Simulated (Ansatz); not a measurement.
**Si₂GeH₇ radical: a ladder of functionals and wavefunction methods**

Aim: compute Si₂GeH₇ radical with functionals from several rungs and with coupled cluster, and see how far each lands from CCSD(T) at the basis-set limit for the atomisation energy.

Program: Ansatz 0.2.0, Gaussian basis. Level of theory: functionals in def2-TZVPP, the program's frozen cores in correlated methods. These are calculated values, not measurements.

Plan: LDA (SPW92), PBE-D4, revPBE-D4, BLYP-D4, r2SCAN-D4, B97M-V, PBE0-D4, B3LYP-D4, r2SCANh-D4, r2SCAN0-D4, HSE06-D4, BHLYP-D4, CAM-B3LYP-D4, LC-ωPBE, ωB97X-V, ωB97M-V, B2PLYP, PBE-QIDH; CCSD(T)/def2-SVP; CCSD(T)/def2-TZVPP; MP2/def2-QZVPP; extrapolation to the limit; RPA on PBE.

### Step 1. The relaxed structure

The geometry comes from an earlier relaxation with PBE0-D4 in a triple-zeta def2 set; it is a stationary point, not always the lowest conformer.

SMILES `[SiH2][GeH2][SiH3]`, 10 atoms, charge 0, spin multiplicity 2.

Atoms are counted from 1 here; the program's logs count them from 0.

Bond lengths: Si1–Ge2 2.371 Å, Si1–H4 1.489 Å, Si1–H5 1.489 Å, Ge2–Si3 2.379 Å, Ge2–H6 1.544 Å, Ge2–H7 1.540 Å, Si3–H8 1.487 Å, Si3–H9 1.486 Å, Si3–H10 1.487 Å. Angles: Ge2–Si1–H4 112.8°, Ge2–Si1–H5 114.4°, H4–Si1–H5 109.6°, Si1–Ge2–Si3 109.9°, Si1–Ge2–H6 110.9°, Si1–Ge2–H7 108.7°, Si3–Ge2–H6 109.7°, Si3–Ge2–H7 110.0°, H6–Ge2–H7 107.5°, Ge2–Si3–H8 109.6°, Ge2–Si3–H9 109.7°, Ge2–Si3–H10 110.8°, H8–Si3–H9 108.8°, H8–Si3–H10 108.9°, H9–Si3–H10 109.0°.

### Step 2. LDA

This LDA is Slater exchange with PW92 correlation.

in.yaml

```yaml
crystal:
  periodic: [false, false, false]
  atoms:
    - {symbol: Si, position_ang: [-1.908221, 0.629550, -0.839583]}
    - {symbol: Ge, position_ang: [0.377695, 0.792847, -0.230007]}
    - {symbol: Si, position_ang: [1.004393, -1.091599, 1.079714]}
    - {symbol: H, position_ang: [-2.226231, -0.640326, -1.549408]}
    - {symbol: H, position_ang: [-2.419896, 1.784907, -1.627840]}
    - {symbol: H, position_ang: [1.277414, 0.879585, -1.481889]}
    - {symbol: H, position_ang: [0.581690, 2.087882, 0.577387]}
    - {symbol: H, position_ang: [0.764513, -2.337999, 0.305568]}
    - {symbol: H, position_ang: [0.188437, -1.133464, 2.321453]}
    - {symbol: H, position_ang: [2.443206, -1.022484, 1.447605]}
basis:
  gaussian: {orbitals: def2-TZVPP}
magnetization: {spin_polarized: true, initial_magnetization: 1}
hamiltonian: {xc: lda}
output: {orbitals: {seedname: orbitals}}
```

Run with:

```bash
ansatz run in.yaml --threads 4 --pin off --events-out ev --progress --plain --max-ram 10444MiB
```

After this run come: PBE-D4 (GGA); revPBE-D4 (GGA); BLYP-D4 (GGA); r2SCAN-D4 (meta-GGA); B97M-V (meta-GGA); PBE0-D4 (hybrid); B3LYP-D4 (hybrid); r2SCANh-D4 (hybrid); r2SCAN0-D4 (hybrid); HSE06-D4 (hybrid); BHLYP-D4 (hybrid); CAM-B3LYP-D4 (range-separated); LC-ωPBE (range-separated); ωB97X-V (range-separated); ωB97M-V (range-separated); B2PLYP (double hybrid); PBE-QIDH (double hybrid); CCSD(T) in def2-SVP; CCSD(T) in def2-TZVPP; MP2 in def2-QZVPP; RPA on PBE orbitals.

Before running them: what should the planned runs give, taken together? Wanted: atomisation energy, CCSD(T)/CBS; farthest beyond LDA; mean size of error, GGA; mean size of error, meta-GGA; mean size of error, hybrid; mean size of error, range-separated; mean size of error, double hybrid; gap, smallest and largest; T1 diagnostic.

**Answer**, as computed:

```
                               quantity                                                                                          value
        atomisation energy, CCSD(T)/CBS                                                                                  2660.6 kJ/mol
 functionals within 26.6 kJ/mol (1.0 %)  r2SCAN-D4, B97M-V, B3LYP-D4, r2SCANh-D4, r2SCAN0-D4, BHLYP-D4, CAM-B3LYP-D4, ωB97X-V, ωB97M-V
                    farthest beyond LDA                                                                       revPBE-D4 (-78.0 kJ/mol)
                mean size of error, GGA                                                                                    59.4 kJ/mol
           mean size of error, meta-GGA                                                                                    16.5 kJ/mol
             mean size of error, hybrid                                                                                    21.1 kJ/mol
    mean size of error, range-separated                                                                                    24.7 kJ/mol
      mean size of error, double hybrid                                                                                    48.0 kJ/mol
              gap, smallest and largest                                                       1.15 eV (LDA (SPW92)), 8.44 eV (LC-ωPBE)
                          T1 diagnostic                                                                                         0.0134
triples share of the correlation energy                                                                                          3.4 %
```

The LDA atomisation energy is off by 263.6 kJ/mol (10 %): it overbinds. PBE-D4 is off by -47.1 kJ/mol. Double hybrids carry the basis error of their MP2 part in triple zeta, and no dispersion term here, so their miss is partly the set-up's. The rungs meta-GGA, hybrid, range-separated miss on average by less than the doubt on the reference (26.6 kJ/mol), so they tie. The reference freezes the cores and leaves out relativity and excitations past (T), and its outer-core shells are covered unevenly, so misses under about 26.6 kJ/mol can't be ranked. Hartree-Fock recovers 76 % of the binding; the rest is correlation. CCSD(T) in def2-SVP is off by -184.8 kJ/mol, more than most functionals: a good method in a small basis is no reference. The gap grows from 1.2 to 8.4 eV across the functionals, mostly with the share of exact exchange. Correlated methods include outer-core shells of Ge, which these sets cover unevenly.
